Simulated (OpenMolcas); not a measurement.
**V²⁺ in KMgF3: CASSCF and CASPT2 levels and susceptibility**

Which state of V²⁺ lies lowest among these ligands, how large is the field, and what χT follows?

Program: OpenMolcas 26.06. Level of theory: state-averaged CASSCF and CASPT2, spin-orbit coupling by RASSI with atomic mean-field integrals. These are calculated values, not measurements, unless marked.

## Step 1: What is computed

```
Species                           : V²⁺ (vanadium, Z = 23, 21 electrons)
Basis                             : ANO-RCC-VDZP [5s4p2d1f], 142 functions with the ligands
Scalar Hamiltonian                : DKH2, point nucleus
Inactive shells                   : 1s 2s 2p 3s 3p of the metal, and all ligand shells
Active space                      : 3 electrons in 5 orbitals (3d)
Some configurations of this space : 3d3
Orbitals                          : optimised for each spin and parity, averaged over all roots
```

Outer shells as boxes (Hund's rule):

3d3
```
3d [↑ ][↑ ][↑ ][  ][  ]
```

V²⁺ is taken with its 6 nearest fluoride ions at 2.106 Å, on the cation site of KMgF3 (a = 3.973 Å). The rest of the host is ab initio model potentials to 7.6 Å, with orthogonalisation functions on the cations behind the ligands, and point charges beyond; the distance is set by hand, nothing relaxes, and no local charge compensation is placed. Ligand basis ANO-RCC-VDZP.

```xyz
15

V     0.0000    0.0000    0.0000
F     2.1060    0.0000    0.0000
F     0.0000    2.1060    0.0000
F    -2.1060    0.0000    0.0000
F     0.0000   -2.1060    0.0000
F     0.0000    0.0000    2.1060
F     0.0000    0.0000   -2.1060
K     1.9865   -1.9865   -1.9865
K    -1.9865    1.9865    1.9865
K     1.9865   -1.9865    1.9865
K    -1.9865    1.9865   -1.9865
K     1.9865    1.9865   -1.9865
K    -1.9865   -1.9865    1.9865
K     1.9865    1.9865    1.9865
K    -1.9865   -1.9865   -1.9865
```

Each step is its own input file, run in one work folder so that later steps find the files of earlier ones. Labels, J, g values, rates, χT and fits are worked out afterwards by a script from the matrices that RASSI stores.

## Step 2: Basis and integrals

File a.inp:

```
&GATEWAY
Basis set
V.ANO-RCC-VDZP.
V1 0.0 0.0 0.0 Angstrom
End of basis
Basis set
F.ANO-RCC-VDZP.
L1 2.106000 0.000000 0.000000 Angstrom
L2 0.000000 2.106000 0.000000 Angstrom
L3 0.000000 0.000000 2.106000 Angstrom
End of basis
Basis set
Mg.EMB-AIMP.Lopez-Moraza.7s4p.1s1p.ECP.KMgF3.
PseudoCharge
* 3 symmetry-unique lattice sites within 7.6 angstrom
End of basis
Basis set
K.EMB-AIMP.Lopez-Moraza.0s.0s.ECP.KMgF3.
PseudoCharge
* 16 symmetry-unique lattice sites within 7.6 angstrom
End of basis
Basis set
Mg.EMB-AIMP.Lopez-Moraza.0s.0s.ECP.KMgF3.
PseudoCharge
* 10 symmetry-unique lattice sites within 7.6 angstrom
End of basis
Basis set
F.EMB-AIMP.Lopez-Moraza.0s.0s.ECP.KMgF3.
PseudoCharge
* 39 symmetry-unique lattice sites within 7.6 angstrom
End of basis
Symmetry
XYZ
AngMom=0.0 0.0 0.0
AMFI
RICD
XField
1521 Angstrom 0
* Evjen-weighted lattice charges
&SEWARD
```

Started as:

```
> OMP_NUM_THREADS=1 MOLCAS_MEM=2457 MOLCAS_PROJECT=a pymolcas a.inp > a.log
```

## Step 3: Reference wave functions, quartets, 10 roots

File a.inp:

```
&RASSCF
FileOrb=start.orb
Symmetry=1
Spin=4
nActEl=3 0 0
Inactive=18 21
Ras2=5 0
CIRoot=10 10 1
SDav=10
CIMx=300
Iter=150 100
PrWF=0.3
OrbListing=Nothing
MaxOrb=0
LevShft=1.0
>>> COPY $Project.JobIph JOB001
```

start.orb holds start orbitals that the driver prepared beforehand, or those of the step before.

## Step 4: Reference wave functions, doublets, 40 roots

File a.inp:

```
&RASSCF
FileOrb=start.orb
Symmetry=1
Spin=2
nActEl=3 0 0
Inactive=18 21
Ras2=5 0
CIRoot=40 40 1
SDav=40
CIMx=300
Iter=150 100
PrWF=0.3
OrbListing=Nothing
MaxOrb=0
LevShft=1.0
>>> COPY $Project.JobIph JOB002
```

## Step 5: State interaction with spin-orbit coupling

File a.inp:

```
&RASSI
NrOfJobIphs=2 10 40
1 2 3 4 5 6 7 8 9 10
1 2 3 4 5 6 7 8 9 10 11 12 13 14 15 16 17 18 19 20 21 22 23 24 25 26 27
28 29 30 31 32 33 34 35 36 37 38 39 40
IphNames
JOB001
JOB002
EJob
SpinOrbit
DIPRint=1.0
SOCoupling=1000.0
Subsets=2
Property=9
'ANGMOM' 1 'ANGMOM' 2 'ANGMOM' 3 'MLTPL  1' 1 'MLTPL  1' 2 'MLTPL  1' 3
'AMFI' 1 'AMFI' 2 'AMFI' 3
SOProperty=3
'ANGMOM' 1 'ANGMOM' 2 'ANGMOM' 3
```

## Step 6: CASPT2: IPEA 0.25, imaginary shift 0.1 (closed shells correlated: 3s 3p of the metal, with ligand shells; the Frozen line counts the rest)

File a.inp:

```
>>> COPY JOB001 $Project.JobIph
&CASPT2
Multistate=10 1 2 3 4 5 6 7 8 9 10
NoMult
Frozen=5 6
IPEA=0.25
Imaginary=0.1
MaxIter=60
WThr=0.0 0.3 0.05
PrWF=0.5
NoMix
>>> COPY JOB002 $Project.JobIph
&CASPT2
Multistate=40 1 2 3 4 5 6 7 8 9 10 11 12 13 14 15 16 17 18 19 20 21 22
23 24 25 26 27 28 29 30 31 32 33 34 35 36 37 38 39 40
NoMult
Frozen=5 6
IPEA=0.25
Imaginary=0.1
MaxIter=60
WThr=0.0 0.3 0.05
PrWF=0.5
NoMix
```

(Steps that only read results are left out.)

Q: Predict the outcome of this session. Wanted: spin-free ground state; first state of the same spin within the active space; lowest level; next level.

The runs gave:

| quantity | value |
| --- | --- |
| method | SS-CASPT2, IPEA 0.25, imaginary shift 0.1 (closed shells correlated: 3s 3p of the metal, with ligand shells; the Frozen line counts the rest) |
| spin-free ground state | 4A2, 1-fold in its orbital part |
| first state of the same spin within the active space | 4T2 at 12200 cm⁻¹ |
| lowest level | 4-fold Γ8 |
| next level | 12097.5 cm⁻¹ |
| χT at 300 K | 1.86 cm³ K/mol |
| effective moment at 300 K | 3.85 μB |

Cost by method:

| method | time of its own steps | time with the reference |
| --- | --- | --- |
| A. CASSCF | 16 s | 16 s |
| B. SS-CASPT2, IPEA 0.25, imaginary shift 0.1, +3s 3p | 99 s | 1.9 min |

Times are of one thread on a shared host.

The spin-free ground state (4A2) comes to 100 % from free-ion F terms and keeps the highest spin of the shell. χT at 300 K is 1.86, against 1.88 cm³ K/mol for the spin alone; near agreement at one temperature doesn't show that the orbital moment is quenched. A ligand-field fit to the states below 45000 cm-1 gives 10Dq = 12426 cm-1, B = 777 cm-1 and C = 3056 cm-1 (C/B = 3.93), with a deviation of 612 cm-1. CASPT2 does not keep the components of a term degenerate, and the means are used.
